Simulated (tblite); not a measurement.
# Ga16H14N16: the cost of one run

Computed with tblite 0.8.0 and PySCF 2.14.0 and routines of our own; the level stands in each step. Atoms count from 0.

### Step 1. The system as given

46 atoms, charge 0, multiplicity 1; geometry from: force field, distance geometry or constructed start.

### Step 2. Optimising the geometry with GFN2-xTB

What the job is given:

```
{"job": {"kind": "relax", "xc": "GFN2-xTB", "basis": "xTB"}, "charge": 0, "multiplicity": 1}
N     -0.805800     2.316200    -0.001600
Ga    -2.416000     3.245600    -0.006900
N     -4.009800     2.315700     0.001000
Ga    -4.015700     0.472400    -0.006200
N     -2.413800    -0.458200     0.003400
Ga    -0.814000     0.467500    -0.002600
N      2.393700    -3.230300    -0.003300
Ga     0.794900    -2.304300     0.001500
N     -0.808000    -3.234100    -0.000400
Ga    -0.813500    -5.082800     0.001600
N      0.789400    -6.008200    -0.002100
Ga     2.391100    -5.084000    -0.000000
N      3.992400     5.093700     0.005000
Ga     2.395800     6.017400    -0.002700
N      0.789300     5.098100     0.000200
Ga     0.789600     3.243600     0.006300
N      2.394000     2.319900     0.000900
Ga     3.994700     3.239600    -0.001000
N      5.597300     2.319800     0.002500
Ga     2.396400     0.468900     0.002700
N      3.993500    -0.453200     0.001500
Ga     5.597000     0.469500    -0.000200
N     -5.613700    -0.452400     0.006600
Ga    -5.621300    -2.311300    -0.001500
N     -4.014500    -3.229400     0.000900
Ga    -2.418900    -2.307900     0.002500
N      0.792200    -0.454700    -0.000700
Ga     3.995200    -2.306400     0.001200
Ga    -4.014400    -5.081600    -0.002000
N     -2.411700    -6.006600     0.003400
Ga    -0.807100     6.018600    -0.001100
N     -2.414700     5.094300     0.000200
H     -4.916600     2.838100    -0.001900
H      0.793600    -7.048300     0.003700
H      3.737200    -5.855200    -0.003300
H      4.896900     5.615200    -0.002900
H      2.392800     7.568100    -0.004100
H      6.499500     2.840500    -0.002600
H      6.941400    -0.310900    -0.000100
H     -6.522600     0.066400     0.001200
H     -6.959600    -3.084300     0.003800
H      5.344000    -3.087600     0.003700
H     -5.352400    -5.856000    -0.003600
H     -2.410200    -7.047500    -0.001800
H     -0.814400     7.569700     0.002400
H     -3.315400     5.614600    -0.003400
```

Started as:

```sh
$ OMP_NUM_THREADS=4 python large_run.py task.json out
```

This one command runs all jobs of the session in turn.

**Question.** How long does this first job take on 4 threads of Arm Neoverse N1, shared host, and how much memory does it need?

About 3.3 s, with a peak of 0.16 GiB.
